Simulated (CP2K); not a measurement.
The system is Ba2Tl5V3O12.

```
CELL_PARAMETERS angstrom
7.84177 0.00000 0.00000
3.26320 7.13055 0.00000
3.26321 2.09532 6.81574
ATOMIC_POSITIONS crystal
Ba 0.50000 0.50000 0.50000
Ba 0.00000 0.00000 0.00000
V 0.50000 0.50000 0.00000
V 0.00000 0.50000 0.50000
V 0.50000 0.00000 0.50000
Tl 0.00000 0.00000 0.50000
Tl 0.50000 0.00000 0.00000
Tl 0.00000 0.50000 0.00000
Tl 0.74045 0.74045 0.74045
Tl 0.25955 0.25955 0.25955
O 0.71652 0.08089 0.41242
O 0.41242 0.71652 0.08089
O 0.08089 0.41242 0.71652
O 0.58757 0.91911 0.28348
O 0.91911 0.28348 0.58757
O 0.28348 0.58757 0.91911
O 0.28348 0.91911 0.58757
O 0.58757 0.28348 0.91911
O 0.91911 0.58757 0.28348
O 0.41242 0.08089 0.71652
O 0.08089 0.71652 0.41242
O 0.71652 0.41242 0.08089
```

The cell was built by a generator and needn't be a form met in nature.

Base run:

* Program: CP2K 2026.2
* Functional: RPBE
* Potentials or basis: GTH_POTENTIALS Ba GTH-PBE-q10, V GTH-PBE-q13, Tl GTH-PBE-q13, O GTH-PBE-q6; DZVP-MOLOPT-SR-GTH basis
* Density cutoff: 12245 eV
* k mesh: 3 × 3 × 3
* Occupations: fermi-dirac, width 0.05 eV
* Spin: collinear spin, ferromagnetic start
* Starting moments: [0.0, 0.0, 2.0, 2.0, 2.0, 0.0, 0.0, 0.0, 0.0, 0.0, 0.0, 0.0, 0.0, 0.0, 0.0, 0.0, 0.0, 0.0, 0.0, 0.0, 0.0, 0.0] μB

Its results: band gap on the k mesh none (metal or under the smearing width); pressure 3.9 GPa; net moment 1.23 μB per cell; site moments Ba -0.00, +0.01; V +0.49; Tl -0.01, +0.05; O -0.03 μB; largest force 0.120 eV/Å.

**Question.** The run is repeated on the same cell with these changes: functional from RPBE to r2SCAN. What comes out?

**Answer.** Band gap on the k mesh none (metal or under the smearing width); pressure -2.4 GPa; net moment 1.22 μB per cell; site moments Ba +0.01; V +0.62; Tl -0.03, +0.03; O -0.05 μB; largest force 0.248 eV/Å.

Caveats: the potentials were made for another functional, which shifts forces and pressure; the basis of atomic orbitals isn't converged, which shifts pressures, moduli and gaps; semilocal functionals often make such compounds metallic where correlation or magnetic order opens a gap, which also shifts bond lengths.

Not every run made on this cell is shown here.
